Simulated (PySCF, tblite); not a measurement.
**C5H7NOSi: geometry, infrared bands and NMR shifts**

Aim: predict the infrared bands and NMR shifts of C5H7NOSi (`N#C[C@@H]1C=C[SiH2]OC1`).

Computed with tblite 0.8.0 and PySCF 2.14.0, with density-fitted response routines of our own, on a single molecule in the gas phase. Atoms are numbered from 0 throughout.

## Step 1: The starting structure

15 atoms, charge 0, multiplicity 1; geometry from: force field or distance geometry start.

Bonds of the start (Å): N0–C1 1.18, C1–C2 1.46, C2–C3 1.54, C3–C4 1.35, C4–Si5 1.85, Si5–O6 1.68, O6–C7 1.44, C7–C2 1.55, C2–H8 1.10, C3–H9 1.08, C4–H10 1.08, Si5–H11 1.48, Si5–H12 1.47, C7–H13 1.09, C7–H14 1.09.

## Step 2: Geometry optimisation with GFN2-xTB

Job settings and geometry (Å):

```
{"job": {"kind": "relax", "xc": "GFN2-xTB", "basis": "xTB"}, "charge": 0, "multiplicity": 1}
N      3.490000    -0.357000     0.693000
C      2.422300    -0.292800     0.200900
C      1.097600    -0.238400    -0.402200
C      0.520200     1.185400    -0.296200
C     -0.785900     1.440300    -0.084800
Si    -2.050300     0.093300     0.018200
O     -1.167700    -1.307900    -0.251100
C      0.187600    -1.308500     0.249000
H      1.184000    -0.453300    -1.477000
H      1.213000     2.008800    -0.385000
H     -1.165700     2.453100    -0.021400
H     -2.629500     0.057000     1.383200
H     -3.085500     0.255800    -1.014100
H      0.176700    -1.229400     1.339200
H      0.589000    -2.298300     0.026400
```

Launch:

```bash
> OMP_NUM_THREADS=1 python probes_run.py task.json out
```

This one command runs all jobs of the session in turn.

**Question.** This job is followed by: GFN2-xTB harmonic vibrations, gas phase; GIAO PBE0/pcSseg-1 NMR shielding, non-relativistic, gas phase. Predict these results of the whole session: strongest single infrared mode (GFN2-xTB); zero-point energy (GFN2-xTB); 13C shifts against TMS (PBE0/pcSseg-1); 1H shifts against TMS (PBE0/pcSseg-1); 15N shifts against NH3 (PBE0/pcSseg-1); 29Si shifts against TMS (PBE0/pcSseg-1); 17O shifts against H2O (PBE0/pcSseg-1).

The runs gave:

| quantity | value |
| --- | --- |
| strongest single infrared mode (GFN2-xTB) | 2244 cm⁻¹, 339 km/mol |
| zero-point energy (GFN2-xTB) | 66.7 kcal/mol |
| 13C shifts against TMS (PBE0/pcSseg-1) | 156.5, 133.6, 123.6, 67.0, 31.9 ppm |
| 1H shifts against TMS (PBE0/pcSseg-1) | 7.22, 6.23, 5.24, 4.99, 4.41, 4.05, 3.40 ppm |
| 15N shifts against NH3 (PBE0/pcSseg-1) | 302.9 ppm |
| 29Si shifts against TMS (PBE0/pcSseg-1) | -33.4 ppm |
| 17O shifts against H2O (PBE0/pcSseg-1) | 6.8 ppm |

The optimisation took 69 steps and gained 0.282 eV; among the close pairs (by a distance rule), O6–C7 changed most, from 1.445 to 1.394 Å. All 39 modes are real, so the xTB geometry is a minimum. The strongest single mode, at 2244 cm⁻¹, moves mainly H11. Unscaled tight-binding wavenumbers are off by several per cent, some by more. Its intensities can rank the bands wrongly. At PBE0/pcSseg-1: Shielding is most anisotropic at N0 (span 500 ppm, paramagnetic term -375 ppm).
